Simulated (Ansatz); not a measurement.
# Cd2S under changes of volume

One of the cells (26.333 Å³/atom); the others are scaled copies at fixed shape and fractional positions:

```
Cd S
1.0
     3.96267    0.00000    0.00000
    -1.98134    3.43177    0.00000
     0.00000    0.00000    5.80919
Cd S
2 1
Direct
  0.33333 0.66667 0.93272
  0.66667 0.33333 0.57873
  0.33333 0.66667 0.36571
```

The cell comes from a database or a generator and needn't be the stable form of this composition.

```yaml
Program: Ansatz 0.2.0
Functional: LDA
Potentials_or_basis: Ansatz PAW
Cutoff: "420 eV (not typed: the program's choice for these potentials)"
k_mesh: 8 × 8 × 5
Occupations: fermi-dirac, width 0.05 eV
Spin: no spin polarisation
```

```tsv
volume (Å³/atom)	energy over the lowest point (meV/atom)	pressure (GPa)	gap on the mesh (eV)	largest force (eV/Å)
24.753	0.00	-2.5	0.21	0.129
25.280	9.60	-3.4	0.22	0.092
25.806	22.03	-4.2	0.23	0.128
26.333	?	?	?	?
26.860	54.03	-5.5	0.26	0.239
27.386	73.03	-6.0	0.28	0.305
27.913	93.68	-6.5	0.30	0.366
```

Q: What does the run at 26.333 Å³/atom give?

A: Energy over the lowest point 36.94 meV/atom; pressure -4.9 GPa; gap on the mesh 0.25 eV; largest force 0.169 eV/Å.

Worked out: A Birch-Murnaghan fit of order 3 (a polynomial in V^(-2/3)) to the other rows has no minimum within the range. It gives 36.94 meV/atom at 26.333 Å³/atom, against the run's 36.94, and -dE/dV = -4.9 GPa, against -4.9. A straight line through the other rows of the gap, of slope 0.748 eV per unit of ln V, gives 0.25 eV, against the run's 0.25.

Energies are extrapolated to zero smearing.

Caveats: odd divisions of the mesh miss points on the zone boundary, where band edges often lie, so the gap on the mesh can be too wide; the PAW data sets come from PBE, with cores solved anew for the run's functional, which leaves a small shift of forces and pressure.

A mesh can miss the band edges. Spin-orbit coupling on Cd is left out.
